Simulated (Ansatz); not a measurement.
Crystal: BiS.

```xyz
2
Lattice="2.1093 1.2178 3.5005 -2.1093 1.2178 3.5005 0.0000 -2.4356 3.5005" Properties=species:S:1:pos:R:3 pbc="T T T"
Bi    0.0000    0.0000    0.0000
S     0.0000    0.0000    5.2507
```

The cell was built by a generator and needn't be a form met in nature.

```yaml
Program: Ansatz 0.2.0
Task: relaxation of cell and atoms
Functional: HSEsol
Potentials_or_basis: Ansatz PAW
Cutoff: "420 eV (not typed: the program's choice for these potentials)"
k_mesh: 4 × 4 × 4
Occupations: fermi-dirac, width 0.05 eV
Spin: no spin polarisation
```

At the start: volume 26.97 Å³/atom.

Task: Where does the relaxation end?

Result: It ends after 7 steps and the volume is 24.91 Å³/atom (-7.6 %); space group R-3m (No. 166, to 0.05 Å).

The path:
| step | energy change (eV) | largest force (eV/Å) | volume (Å³) |
| --- | --- | --- | --- |
| 1 | 0.0000 | 0.0000 | 53.95 |
| 2 | -0.0147 | 0.0000 | 46.66 |
| 3 | -0.0696 | 0.0000 | 50.31 |
| 4 | -0.0707 | 0.0000 | 49.91 |
| 5 | -0.0708 | 0.0000 | 49.84 |
| 6 | -0.0708 | 0.0000 | 49.83 |
| 7 | -0.0701 | 0.0000 | 49.83 |

Final structure:
```
Bi S
1.0
     2.04656    1.18158    3.43416
    -2.04656    1.18158    3.43416
     0.00000   -2.36316    3.43416
Bi S
1 1
Direct
  0.00000 0.00000 0.00000
  0.50000 0.50000 0.50000
```

Caveat: the k mesh is coarse (spacing up to 0.46 Å⁻¹), so the values aren't converged, least of all with exact exchange; the plane-wave basis is chosen anew once the cell has moved, so the energies of steps on either side of that aren't comparable; the PAW data sets come from PBE, with cores solved anew for the run's functional, which leaves a small shift of forces and pressure.
